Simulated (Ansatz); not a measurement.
# CH3NSe, SMILES N=C[SeH]: a polarisability from point charges

Computed with Ansatz's Python interface.

The script, `ch3nse.py`:
```python
# -*- coding: utf-8 -*-
"""Dipole of CH3NSe in the field of point charges."""

import ansatz as az
import numpy as np

BASIS_SET = "def2-SVP"
FUNCTIONAL = "PBE"


def main():
    geometry_ang = [
        ("N", (-0.8953, -0.8099, -0.2513)),
        ("C", (0.1627, -0.1294, -0.3125)),
        ("Se", (1.2058, 0.0498, 1.2552)),
        ("H", (-1.4534, -0.8541, -1.1097)),
        ("H", (0.5069, 0.3101, -1.2606)),
        ("H", (0.5153, 1.3696, 1.6327)),
    ]
    ch3nse = az.Crystal.molecule()
    for symbol, xyz in geometry_ang:
        ch3nse = ch3nse.atom(symbol, xyz)

    calc = ch3nse.calculation().basis(gaussian=BASIS_SET).functional(FUNCTIONAL).forces()
    # charges +q and -q at -R and +R make a nearly even field 2 k q / R^2 at the centre
    centre = np.mean([site.position_ang for site in ch3nse.cartesian_sites], axis=0)
    field = 2 * 14.399645 * 3.0 / 30.0 ** 2


    def dipole(axis, sign):
        arm = 30.0 * np.eye(3)[axis]
        pair = [{"charge": sign * 3.0, "position_ang": (centre - arm).tolist()}, {"charge": -sign * 3.0, "position_ang": (centre + arm).tolist()}]
        deck = calc.input().set(az.key.basis.gaussian.point_charges, pair)
        return np.array(az.Session.from_dict(deck).plan().execute().report["charge_distribution"]["dipole_moment_e_ang"])


    print(f"field {field:.4f} V/A")
    alpha = np.array([(dipole(axis, 1) - dipole(axis, -1)) / (2 * field) * 14.399645 for axis in range(3)])
    print("polarisability tensor (A^3)")
    print(np.array2string(alpha, precision=3, suppress_small=True))
    print(f"mean {np.trace(alpha) / 3:.3f} A^3 = {np.trace(alpha) / 3 / 0.14818471:.2f} bohr^3")


if __name__ == "__main__":
    main()
```

`python ch3nse.py` gives:
```text
field 0.0960 V/A
polarisability tensor (A^3)
[[6.204 0.875 1.576]
 [0.875 4.986 0.736]
 [1.576 0.735 6.38 ]]
mean 5.857 A^3 = 39.52 bohr^3
```

The geometry is a force-field or estimated start, not a minimum of this method, and the basis set is short of its limit. The field of two point charges is only nearly even. Without diffuse functions polarisabilities are unreliable, as a rule too low, and they change with the bond lengths of this unrelaxed start. Run time: 10 s on 1 thread of Intel(R) Xeon(R) Platinum 8488C (Sapphire Rapids), on a shared host, peak memory 0.18 GiB.

(A comment or docstring line of the script was reworded after the run, the code is as it ran; lines on the test bed's own set-up are left out of the output.)
